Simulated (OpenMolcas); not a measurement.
# W⁴⁺ with 6 ligands (chloride): CASSCF and CASPT2 levels and susceptibility

Which state of W⁴⁺ lies lowest among these ligands, how large is the field, and what χT follows?

Method: state-averaged CASSCF and CASPT2, spin-orbit coupling by RASSI with atomic mean-field integrals. Code: OpenMolcas 26.06.

### Step 1. The atom as given

* Species: W⁴⁺ (tungsten, Z = 74, 70 electrons)
* Basis: ANO-RCC-VTZP [8s7p5d3f2g1h], 212 functions with the ligands
* Scalar Hamiltonian: DKH2, point nucleus
* Inactive shells: 1s 2s 2p 3s 3p 3d 4s 4p 4d 4f 5s 5p of the metal, and all ligand shells
* Active space: 2 electrons in 5 orbitals (5d)
* Some configurations of this space: 5d2
* Orbitals: optimised for each spin and parity, averaged over all roots

Outer shells as boxes (Hund's rule):

5d2
```
5d [↑ ][↑ ][  ][  ][  ]
```

W⁴⁺ is taken with 6 ligands (chloride) in octahedron coordination (Oh) at 2.55 Å. A charge of +0.333 e stands 2.6 Å behind each ligand. Ligand basis ANO-RCC-VDZP. The distances are assumed, not relaxed.

```xyz
7

W     0.0000    0.0000    0.0000
Cl    2.5500    0.0000    0.0000
Cl    0.0000    2.5500    0.0000
Cl   -2.5500    0.0000    0.0000
Cl    0.0000   -2.5500    0.0000
Cl    0.0000    0.0000    2.5500
Cl    0.0000    0.0000   -2.5500
```

Each step is its own input file, run in one work folder so that later steps find the files of earlier ones. Labels, J, g values, rates, χT and fits are worked out afterwards by a script from the matrices that RASSI stores. The input lists half of the charges; inversion (Group=XYZ) makes the rest.

### Step 2. One- and two-electron integrals

a.inp reads:

```
&GATEWAY
Coord
7

W 0.0 0.0 0.0
Cl 2.550000 0.000000 0.000000
Cl 0.000000 2.550000 0.000000
Cl -2.550000 0.000000 0.000000
Cl 0.000000 -2.550000 0.000000
Cl 0.000000 0.000000 2.550000
Cl 0.000000 0.000000 -2.550000
Basis=W.ANO-RCC-VTZP,Cl.ANO-RCC-VDZP
Group=XYZ
NoMove
AngMom=0.0 0.0 0.0
AMFI
RICD
XField
3 Angstrom 0
5.150000 0.000000 0.000000 0.333333
0.000000 5.150000 0.000000 0.333333
0.000000 0.000000 5.150000 0.333333
&SEWARD
```

Command:

```sh
$ OMP_NUM_THREADS=1 MOLCAS_MEM=2457 MOLCAS_PROJECT=a pymolcas a.inp > a.log
```

### Step 3. CASSCF: triplets of even parity, 10 roots

a.inp reads:

```
&RASSCF
FileOrb=start.orb
Symmetry=1
Spin=3
nActEl=2 0 0
Inactive=42 46
Ras2=5 0
CIRoot=10 10 1
SDav=10
CIMx=300
Iter=150 100
PrWF=0.3
OrbListing=Nothing
MaxOrb=0
LevShft=1.0
>>> COPY $Project.JobIph JOB001
```

start.orb holds start orbitals that the driver prepared beforehand, or those of the step before.

### Step 4. Reference wave functions, singlets of even parity, 15 roots

a.inp reads:

```
&RASSCF
FileOrb=start.orb
Symmetry=1
Spin=1
nActEl=2 0 0
Inactive=42 46
Ras2=5 0
CIRoot=15 15 1
SDav=15
CIMx=300
Iter=150 100
PrWF=0.3
OrbListing=Nothing
MaxOrb=0
LevShft=1.0
>>> COPY $Project.JobIph JOB002
```

### Step 5. RASSI: spin-orbit coupling between the states

a.inp reads:

```
&RASSI
NrOfJobIphs=2 10 15
1 2 3 4 5 6 7 8 9 10
1 2 3 4 5 6 7 8 9 10 11 12 13 14 15
IphNames
JOB001
JOB002
EJob
SpinOrbit
DIPRint=1.0
SOCoupling=1000.0
Subsets=2
Property=9
'ANGMOM' 1 'ANGMOM' 2 'ANGMOM' 3 'MLTPL  1' 1 'MLTPL  1' 2 'MLTPL  1' 3
'AMFI' 1 'AMFI' 2 'AMFI' 3
SOProperty=3
'ANGMOM' 1 'ANGMOM' 2 'ANGMOM' 3
```

### Step 6. CASPT2: IPEA 0.25, imaginary shift 0.1 (56 orbitals frozen, the lowest in energy)

a.inp reads:

```
>>> COPY JOB001 $Project.JobIph
&CASPT2
Multistate=10 1 2 3 4 5 6 7 8 9 10
NoMult
Frozen=29 27
IPEA=0.25
Imaginary=0.1
MaxIter=60
WThr=0.0 0.3 0.05
PrWF=0.5
NoMix
>>> COPY JOB002 $Project.JobIph
&CASPT2
Multistate=15 1 2 3 4 5 6 7 8 9 10 11 12 13 14 15
NoMult
Frozen=29 27
IPEA=0.25
Imaginary=0.1
MaxIter=60
WThr=0.0 0.3 0.05
PrWF=0.5
NoMix
```

### Step 7. CASPT2: IPEA 0, imaginary shift 0.1 (56 orbitals frozen, the lowest in energy)

Changes to a.inp since step 6:

```diff
@@ -5,3 +5,3 @@
 Frozen=29 27
-IPEA=0.25
+IPEA=0.0
 Imaginary=0.1
@@ -16,3 +16,3 @@
 Frozen=29 27
-IPEA=0.25
+IPEA=0.0
 Imaginary=0.1
```

(Steps that only read results are left out.)

Q: Predict the outcome of this session. Wanted: spin-free ground state; first state of the same spin within the active space; lowest level; next level.

As calculated:

| quantity | value |
| --- | --- |
| method | SS-CASPT2, IPEA 0.25, imaginary shift 0.1 (56 orbitals frozen, the lowest in energy) |
| spin-free ground state | 3T1, 3-fold in its orbital part |
| first state of the same spin within the active space | 3T2 at 20100 cm⁻¹ |
| lowest level | 2-fold E, g = 0.00, 0.00, 0.00 |
| next level | 329.3 cm⁻¹ |
| χT at 300 K | 0.10 cm³ K/mol |
| effective moment at 300 K | 0.88 μB |

Cost by method:

| method | time of its own steps | time with the reference |
| --- | --- | --- |
| A. CASSCF | 90 s | 90 s |
| B. SS-CASPT2, IPEA 0.25, imaginary shift 0.1 (56 orbitals frozen, the lowest in energy) | 4.3 min | 5.8 min |
| C. SS-CASPT2, IPEA 0, imaginary shift 0.1 (56 orbitals frozen, the lowest in energy) | 4.3 min | 5.8 min |

Times are of one thread on a shared host.

**Reading.** The spin-free ground state (3T1) is 3-fold and keeps the highest spin of the shell. χT at 300 K is 0.10, against 1.00 cm³ K/mol for the spin alone, so spin-orbit coupling lowers it. A ligand-field fit to the states below 45000 cm-1 gives 10Dq = 20761 cm-1, B = 453 cm-1 and C = 1715 cm-1 (C/B = 3.78), with a deviation of 494 cm-1. CASPT2 does not keep the components of a term degenerate, and the means are used. The frozen orbitals are chosen by energy, so an outer shell of the metal can be frozen while a deeper shell elsewhere is correlated. The bonds are covalent and no ligand orbital is active, so the numbers are rough.
